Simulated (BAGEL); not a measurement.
# CH5OSSi (SMILES CO[SiH]S): UHF/6-31G(d) (density fitting with qzvpp-jkfit, spherical functions)

What is the vertical ionisation energy of CH5OSSi at UHF/6-31G* (density fitting with qzvpp-jkfit, spherical functions)? 

Program for the calculation: BAGEL 1.2.2.

5 further runs of the same task are left out: 3 that didn't finish, 2 set aside as unsound or not needed.

## 1. The molecule

The species is CH5OSSi (9 atoms), meant as a doublet with charge 0. SMILES: `CO[SiH]S`. The coordinates come from a PBE0-D4/def2-TZVP relaxation. This is one conformer, not always the lowest.

Bond lengths: C1–O2 1.412 Å, O2–Si3 1.644 Å, Si3–S4 2.127 Å, C1–H5 1.091 Å, C1–H6 1.094 Å, C1–H7 1.096 Å, Si3–H8 1.497 Å, S4–H9 1.344 Å. Some angles: C1–O2–Si3 123.5°, O2–Si3–S4 110.4°, O2–C1–H5 108.0°, O2–C1–H6 111.2°, O2–C1–H7 111.7°, O2–Si3–H8 109.7°, S4–Si3–H8 105.2°, Si3–S4–H9 94.8°, H5–C1–H6 108.7°, H5–C1–H7 108.6°.

## 2. A single-point energy at UHF/6-31G(d) (density fitting with qzvpp-jkfit, spherical functions)

Input file calc.json:

```json
{ "bagel" : [

{
  "title" : "molecule",
  "basis" : "6-31gs.json",
  "df_basis" : "qzvpp-jkfit",
  "angstrom" : "true",
  "geometry" : [
    { "atom" : "C", "xyz" : [   -1.412700,    0.428300,    0.542300 ] },
    { "atom" : "O", "xyz" : [   -0.008800,    0.349600,    0.418000 ] },
    { "atom" : "Si", "xyz" : [    0.752200,   -0.372100,   -0.848600 ] },
    { "atom" : "S", "xyz" : [    2.806400,   -0.689000,   -0.397100 ] },
    { "atom" : "H", "xyz" : [   -1.644400,    0.697800,    1.573700 ] },
    { "atom" : "H", "xyz" : [   -1.825700,    1.194600,   -0.121000 ] },
    { "atom" : "H", "xyz" : [   -1.893200,   -0.530100,    0.315500 ] },
    { "atom" : "H", "xyz" : [    0.182400,   -1.739500,   -1.067800 ] },
    { "atom" : "H", "xyz" : [    3.132200,    0.614200,   -0.432100 ] }
  ]
},
{
  "title" : "uhf",
  "charge" : 0,
  "nopen" : 1
},
{
  "title" : "print",
  "file" : "orbitals.molden",
  "orbitals" : "true"
}

]}
```

The basis set 6-31G* is read from a file made from the Basis Set Exchange's data (not shown).

Run with:

```console
$ BAGEL_NUM_THREADS=1 BAGEL calc.json > calc.out
```

What it wrote:

```text
* using 1 threads per process

  ===============================================================
  ===============================================================

  *** Geometry ***

  { "atom" : "C", "xyz" : [     -2.669616,      0.809370,      1.024798 ] },
  { "atom" : "O", "xyz" : [     -0.016630,      0.660648,      0.789906 ] },
  { "atom" : "Si", "xyz" : [      1.421452,     -0.703167,     -1.603622 ] },
  { "atom" : "S", "xyz" : [      5.303327,     -1.302021,     -0.750410 ] },
  { "atom" : "H", "xyz" : [     -3.107466,      1.318651,      2.973862 ] },
  { "atom" : "H", "xyz" : [     -3.450073,      2.257467,     -0.228657 ] },
  { "atom" : "H", "xyz" : [     -3.577630,     -1.001744,      0.596209 ] },
  { "atom" : "H", "xyz" : [      0.344686,     -3.287179,     -2.017850 ] },
  { "atom" : "H", "xyz" : [      5.919000,      1.160670,     -0.816551 ] },

  Number of auxiliary basis functions:      498

  Since a DF basis is specified, we compute 2- and 3-index integrals:
    o Being stored without compression. Storage requirement is 0.022 GB

  Number of basis functions:       74
  Number of electrons      :       49

    * METHOD: MOLECULE                             0.25

  *** Open-shell HF ***

  === Nuclear Repulsion ===
   209.8995822674

      * DIIS with orbital gradients will be used.

  === UHF iteration (6-31gs.json) ===
      0       -801.90099072          0.03643171           0.12
      1       -802.01158443          0.02503550           0.11
      2       -802.04764154          0.01695823           0.12
      3       -802.07634421          0.00121110           0.11
      4       -802.07698130          0.00043628           0.13
      5       -802.07706618          0.00015476           0.12
      6       -802.07709461          0.00004306           0.12
      7       -802.07709899          0.00001530           0.12
      8       -802.07709993          0.00000691           0.12
      9       -802.07710027          0.00000238           0.12
     10       -802.07710033          0.00000119           0.11
     11       -802.07710034          0.00000067           0.12
     12       -802.07710034          0.00000030           0.12
     13       -802.07710034          0.00000013           0.15
     14       -802.07710034          0.00000006           0.11
     15       -802.07710034          0.00000003           0.11
     16       -802.07710034          0.00000002           0.11
     17       -802.07710034          0.00000001           0.11
    * SCF iteration converged.

    * S^2 (UHF) is 0.7544

    * Permanent dipole moment:
           (    0.898853,    -0.431346,     0.269236) a.u.

    * METHOD: UHF                                  2.32

    * METHOD: PRINT                                0.02

  ===============================================================
```

Run time: 2.9 s. Hardware: 1 thread of AMD EPYC 7B13 (Zen 3), shared host; peak memory 0.11 GiB.

## 3. The singlet cation

Input file input.json:

```json
{ "bagel" : [

{
  "title" : "molecule",
  "basis" : "6-31gs.json",
  "df_basis" : "qzvpp-jkfit",
  "angstrom" : "true",
  "geometry" : [
    { "atom" : "C", "xyz" : [   -1.412700,    0.428300,    0.542300 ] },
    { "atom" : "O", "xyz" : [   -0.008800,    0.349600,    0.418000 ] },
    { "atom" : "Si", "xyz" : [    0.752200,   -0.372100,   -0.848600 ] },
    { "atom" : "S", "xyz" : [    2.806400,   -0.689000,   -0.397100 ] },
    { "atom" : "H", "xyz" : [   -1.644400,    0.697800,    1.573700 ] },
    { "atom" : "H", "xyz" : [   -1.825700,    1.194600,   -0.121000 ] },
    { "atom" : "H", "xyz" : [   -1.893200,   -0.530100,    0.315500 ] },
    { "atom" : "H", "xyz" : [    0.182400,   -1.739500,   -1.067800 ] },
    { "atom" : "H", "xyz" : [    3.132200,    0.614200,   -0.432100 ] }
  ]
},
{
  "title" : "hf",
  "charge" : 1
},
{
  "title" : "print",
  "file" : "orbitals.molden",
  "orbitals" : "true"
}

]}
```

The basis set 6-31G* is read from a file made from the Basis Set Exchange's data (not shown).

Run with:

```console
$ BAGEL_NUM_THREADS=1 BAGEL input.json > input.out
```

What it wrote:

```text
* using 1 threads per process

  ===============================================================
  ===============================================================

  *** Geometry ***

  { "atom" : "C", "xyz" : [     -2.669616,      0.809370,      1.024798 ] },
  { "atom" : "O", "xyz" : [     -0.016630,      0.660648,      0.789906 ] },
  { "atom" : "Si", "xyz" : [      1.421452,     -0.703167,     -1.603622 ] },
  { "atom" : "S", "xyz" : [      5.303327,     -1.302021,     -0.750410 ] },
  { "atom" : "H", "xyz" : [     -3.107466,      1.318651,      2.973862 ] },
  { "atom" : "H", "xyz" : [     -3.450073,      2.257467,     -0.228657 ] },
  { "atom" : "H", "xyz" : [     -3.577630,     -1.001744,      0.596209 ] },
  { "atom" : "H", "xyz" : [      0.344686,     -3.287179,     -2.017850 ] },
  { "atom" : "H", "xyz" : [      5.919000,      1.160670,     -0.816551 ] },

  Number of auxiliary basis functions:      498

  Since a DF basis is specified, we compute 2- and 3-index integrals:
    o Being stored without compression. Storage requirement is 0.022 GB

  Number of basis functions:       74
  Number of electrons      :       49

    * METHOD: MOLECULE                             0.25

  *** RHF ***

  === Nuclear Repulsion ===
   209.8995822674

      * DIIS with orbital gradients will be used.

  === RHF iteration (6-31gs.json) ===
      0       -801.59609964          0.01934320           0.06
      1       -801.70527829          0.01491429           0.06
      2       -801.78511688          0.00190805           0.06
      3       -801.78745681          0.00057252           0.05
      4       -801.78771320          0.00016662           0.06
      5       -801.78775523          0.00005714           0.06
      6       -801.78776180          0.00002200           0.06
      7       -801.78776289          0.00000740           0.06
      8       -801.78776305          0.00000328           0.06
      9       -801.78776308          0.00000155           0.05
     10       -801.78776309          0.00000074           0.06
     11       -801.78776309          0.00000031           0.05
     12       -801.78776309          0.00000012           0.05
     13       -801.78776309          0.00000005           0.05
     14       -801.78776309          0.00000002           0.05
     15       -801.78776309          0.00000001           0.05
     16       -801.78776309          0.00000001           0.05
    * SCF iteration converged.

    * Permanent dipole moment:
           (    0.773287,    -0.383242,     1.250793) a.u.

    * METHOD: HF                                   1.12

    * METHOD: PRINT                                0.02

  ===============================================================
```

Wall time 1.6 s (1 thread of AMD EPYC 7B13 (Zen 3), shared host); peak memory 0.11 GiB.

## 4. What came out

Level: UHF/6-31G* (density fitting with qzvpp-jkfit, spherical functions).

| quantity | value |
| --- | --- |
| doublet CH5OSSi: total energy | -802.07710 Eh |
| doublet CH5OSSi: dipole moment | 2.62 D |
| doublet CH5OSSi: ⟨S²⟩ | 0.754 |
| singlet cation: total energy | -801.78776 Eh |
| singlet cation: HOMO energy | -16.22 eV |
| singlet cation: LUMO energy | -6.86 eV |
| singlet cation: HOMO–LUMO gap | 9.36 eV |
| vertical ionisation energy (to the singlet cation) | 7.873 eV |

What this shows: The vertical ionisation energy comes to 7.87 eV (182 kcal/mol). Only the singlet of the ionised species was computed; a triplet could lie lower.
